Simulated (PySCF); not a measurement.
# CH2LaO (La(H2CO)3+): the cost of one run

The runs use PySCF 2.14.0; PBE0, La lcecp-1-SVP with ECP46, O def2-SVP, C def2-SVP, H def2-SVP; scalar-relativistic core potentials, no spin–orbit coupling.

1 further run of the same task is left out (for a known fault of the program).

### 1 Starting geometry

5 atoms, charge 3, spin multiplicity 1.

Bond lengths: La1–O2 2.560 Å, O2–C3 1.220 Å, C3–H4 1.105 Å, C3–H5 1.105 Å. Angles: La1–O2–C3 180.0°, O2–C3–H4 121.7°, O2–C3–H5 121.7°, H4–C3–H5 116.6°.

Geometry (Å):

```
atom    x (Å)   y (Å)   z (Å)
 La1   0.0000  0.0000  0.0000
  O2   0.0000  0.0000  2.5600
  C3   0.0000  0.0000  3.7800
  H4   0.9400  0.0000  4.3600
  H5  -0.9400  0.0000  4.3600
```

Formal oxidation states: La +3. The 4f shell is empty and lies in the core potential.

### 2 SCF at the start, singlet

The input, run.py (the lines that set the calculation):

```python
mol = gto.M(atom='''
La     0.00000     0.00000     0.00000
O      0.00000     0.00000     2.56000
C      0.00000     0.00000     3.78000
H      0.94000     0.00000     4.36000
H     -0.94000     0.00000     4.36000''',
    basis={'La': 'lcecp-1-SVP', 'O': 'def2-SVP', 'C': 'def2-SVP', 'H': 'def2-SVP'},
    ecp={'La': 'lcecp-1-SVP'},
    charge=3, spin=0)
mf = dft.RKS(mol, xc='PBE0')
mf.grids.atom_grid = (50, 194)  # f atoms: unpruned, at least (60, 302)
mf = mf.density_fit()  # fitting sets: La AutoAux, O def2-universal-JKFIT, C def2-universal-JKFIT, H def2-universal-JKFIT
mf.conv_tol = 1e-08; mf.max_cycle = 55
mf.kernel(dm0)  # dm0: free metal ions and neutral atoms
```

Launch:

```
> OMP_NUM_THREADS=2 python run.py
```

Q: Estimate wall time and peak memory on 2 threads of Arm Neoverse V2, shared host.

About 1.8 s, with a peak of 0.39 GiB.
